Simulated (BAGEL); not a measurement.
# HF/STO-3G (density fitting with qzvpp-jkfit) run of C2H4SSi (SMILES [SiH3]C#CS)

What is the vertical ionisation energy of C2H4SSi at HF/STO-3G (density fitting with qzvpp-jkfit)? 

Program for the calculation: BAGEL 1.2.2.

## 1. The system as given

C2H4SSi: 8 atoms, total charge 0, spin state singlet. SMILES: `[SiH3]C#CS`. The coordinates come from a PBE0-D4/def2-TZVP relaxation.

Bond lengths: Si1–C2 1.816 Å, C2–C3 1.214 Å, C3–S4 1.675 Å, Si1–H5 1.484 Å, Si1–H6 1.484 Å, Si1–H7 1.484 Å, S4–H8 1.346 Å. Angles: Si1–C2–C3 179.1°, C2–C3–S4 175.3°, C2–Si1–H5 110.0°, C2–Si1–H6 110.0°, C2–Si1–H7 108.6°, C3–S4–H8 96.8°, H5–Si1–H6 109.2°, H5–Si1–H7 109.5°, H6–Si1–H7 109.5°.

## 2. The energy at HF/STO-3G (density fitting with qzvpp-jkfit)

File hf.json:

```json
{ "bagel" : [

{
  "title" : "molecule",
  "basis" : "sto-3g",
  "df_basis" : "qzvpp-jkfit",
  "angstrom" : true,
  "geometry" : [
    { "atom" : "Si", "xyz" : [   -0.315300,    1.472200,   -0.615100 ] },
    { "atom" : "C", "xyz" : [   -0.112800,   -0.194000,    0.079300 ] },
    { "atom" : "C", "xyz" : [    0.040500,   -1.305700,    0.541200 ] },
    { "atom" : "S", "xyz" : [    0.116100,   -2.848300,    1.189600 ] },
    { "atom" : "H", "xyz" : [   -1.151000,    1.412300,   -1.840200 ] },
    { "atom" : "H", "xyz" : [   -0.967800,    2.361000,    0.378600 ] },
    { "atom" : "H", "xyz" : [    1.025200,    2.010600,   -0.955600 ] },
    { "atom" : "H", "xyz" : [    1.457300,   -2.965300,    1.166400 ] }
  ]
},
{
  "title" : "hf"
},
{
  "title" : "print",
  "file" : "orbitals.molden",
  "orbitals" : true
}

]}
```

Launch:

```bash
$ BAGEL_NUM_THREADS=1 BAGEL hf.json > hf.out
```

The program printed:

```text
* using 1 threads per process

  ===============================================================
  ===============================================================

  *** Geometry ***

  { "atom" : "Si", "xyz" : [     -0.595831,      2.782055,     -1.162371 ] },
  { "atom" : "C", "xyz" : [     -0.213161,     -0.366607,      0.149855 ] },
  { "atom" : "C", "xyz" : [      0.076534,     -2.467415,      1.022720 ] },
  { "atom" : "S", "xyz" : [      0.219397,     -5.382507,      2.248018 ] },
  { "atom" : "H", "xyz" : [     -2.175075,      2.668860,     -3.477474 ] },
  { "atom" : "H", "xyz" : [     -1.828877,      4.461643,      0.715450 ] },
  { "atom" : "H", "xyz" : [      1.937347,      3.799483,     -1.805822 ] },
  { "atom" : "H", "xyz" : [      2.753898,     -5.603605,      2.204177 ] },

  Number of auxiliary basis functions:      478

  Since a DF basis is specified, we compute 2- and 3-index integrals:
    o Being stored without compression. Storage requirement is 0.004 GB

  Number of basis functions:       32
  Number of electrons      :       46

    * METHOD: MOLECULE                             0.15

  *** RHF ***

  === Nuclear Repulsion ===
   164.7210868156

      * DIIS with orbital gradients will be used.

  === RHF iteration (sto-3g) ===
      0       -755.80380769          0.00869509           0.02
      1       -755.83552567          0.00487888           0.02
      2       -755.84088058          0.00180113           0.02
      3       -755.84193726          0.00025161           0.02
      4       -755.84197692          0.00008542           0.02
      5       -755.84198341          0.00003841           0.02
      6       -755.84198510          0.00001384           0.02
      7       -755.84198535          0.00000249           0.02
      8       -755.84198535          0.00000085           0.02
      9       -755.84198535          0.00000037           0.02
     10       -755.84198535          0.00000008           0.02
     11       -755.84198535          0.00000002           0.02
     12       -755.84198535          0.00000001           0.02
    * SCF iteration converged.

    * Permanent dipole moment:
           (   -0.299377,    -0.083118,     0.051391) a.u.

    * METHOD: HF                                   0.30

    * METHOD: PRINT                                0.00

  ===============================================================
```

Wall time 0.64 s (1 thread of Intel Xeon Platinum 8488C (Sapphire Rapids), shared host).

## 3. The doublet cation, same level

File input.json:

```json
{ "bagel" : [

{
  "title" : "molecule",
  "basis" : "sto-3g",
  "df_basis" : "qzvpp-jkfit",
  "angstrom" : true,
  "geometry" : [
    { "atom" : "Si", "xyz" : [      -0.315300,       1.472200,      -0.615100 ] },
    { "atom" : "C", "xyz" : [      -0.112800,      -0.194000,       0.079300 ] },
    { "atom" : "C", "xyz" : [       0.040500,      -1.305700,       0.541200 ] },
    { "atom" : "S", "xyz" : [       0.116100,      -2.848300,       1.189600 ] },
    { "atom" : "H", "xyz" : [      -1.151000,       1.412300,      -1.840200 ] },
    { "atom" : "H", "xyz" : [      -0.967800,       2.361000,       0.378600 ] },
    { "atom" : "H", "xyz" : [       1.025200,       2.010600,      -0.955600 ] },
    { "atom" : "H", "xyz" : [       1.457300,      -2.965300,       1.166400 ] }
  ]
},

{
  "title" : "uhf",
  "charge" : 1,
  "nopen" : 1
},

{
  "title" : "print",
  "file" : "orbitals.molden",
  "orbitals" : true
}

]}
```

Launch:

```bash
$ BAGEL_NUM_THREADS=1 BAGEL input.json > input.out
```

The program printed:

```text
* using 1 threads per process

  ===============================================================
  ===============================================================

  *** Geometry ***

  { "atom" : "Si", "xyz" : [     -0.595831,      2.782055,     -1.162371 ] },
  { "atom" : "C", "xyz" : [     -0.213161,     -0.366607,      0.149855 ] },
  { "atom" : "C", "xyz" : [      0.076534,     -2.467415,      1.022720 ] },
  { "atom" : "S", "xyz" : [      0.219397,     -5.382507,      2.248018 ] },
  { "atom" : "H", "xyz" : [     -2.175075,      2.668860,     -3.477474 ] },
  { "atom" : "H", "xyz" : [     -1.828877,      4.461643,      0.715450 ] },
  { "atom" : "H", "xyz" : [      1.937347,      3.799483,     -1.805822 ] },
  { "atom" : "H", "xyz" : [      2.753898,     -5.603605,      2.204177 ] },

  Number of auxiliary basis functions:      478

  Since a DF basis is specified, we compute 2- and 3-index integrals:
    o Being stored without compression. Storage requirement is 0.004 GB

  Number of basis functions:       32
  Number of electrons      :       46

    * METHOD: MOLECULE                             0.15

  *** Open-shell HF ***

  === Nuclear Repulsion ===
   164.7210868156

      * DIIS with orbital gradients will be used.

  === UHF iteration (sto-3g) ===
      0       -755.57728730          0.01769460           0.03
      1       -755.61873220          0.00772446           0.03
      2       -755.62347890          0.00554143           0.03
      3       -755.62588920          0.00084228           0.03
      4       -755.62688615          0.00059917           0.03
      5       -755.62726246          0.00055163           0.03
      6       -755.62874804          0.00037998           0.03
      7       -755.63000475          0.00014001           0.03
      8       -755.63018702          0.00010522           0.03
      9       -755.63043337          0.00007878           0.03
     10       -755.63058676          0.00006194           0.03
     11       -755.63075221          0.00004314           0.03
     12       -755.63086340          0.00002897           0.03
     13       -755.63090222          0.00001129           0.03
     14       -755.63091387          0.00000530           0.03
     15       -755.63091964          0.00000231           0.03
     16       -755.63092114          0.00000190           0.03
     17       -755.63092169          0.00000100           0.03
     18       -755.63092182          0.00000052           0.03
     19       -755.63092188          0.00000028           0.03
     20       -755.63092189          0.00000009           0.03
     21       -755.63092190          0.00000005           0.03
     22       -755.63092190          0.00000002           0.03
     23       -755.63092190          0.00000002           0.03
     24       -755.63092190          0.00000001           0.03
    * SCF iteration converged.

    * S^2 (UHF) is 0.9813

    * Permanent dipole moment:
           (   -0.672467,     1.668013,    -0.670445) a.u.

    * METHOD: UHF                                  0.91

    * METHOD: PRINT                                0.00

  ===============================================================
```

Run time: 1.2 s. Hardware: 1 thread of Intel Xeon Platinum 8488C (Sapphire Rapids), shared host.

## 4. What came out

At HF/STO-3G (density fitting with qzvpp-jkfit):

| quantity | value |
| --- | --- |
| singlet C2H4SSi: total energy | -755.84199 Eh |
| singlet C2H4SSi: dipole moment | 0.80 D |
| singlet C2H4SSi: HOMO energy | -6.65 eV |
| singlet C2H4SSi: LUMO energy | 9.52 eV |
| singlet C2H4SSi: HOMO–LUMO gap | 16.17 eV |
| doublet cation: total energy | -755.63092 Eh |
| doublet cation: ⟨S²⟩ | 0.981 |
| vertical ionisation energy (to the doublet cation) | 5.743 eV |

In words: Removing an electron at fixed nuclei costs 5.74 eV (132 kcal/mol). −ε(HOMO) before ionisation, 6.65 eV, is 0.91 eV above this ionisation energy. In a minimal basis such a difference can be off by several eV, whatever the method. ⟨S²⟩ (doublet cation) is 0.98 where a pure doublet has 0.75: the reference is spin-contaminated.
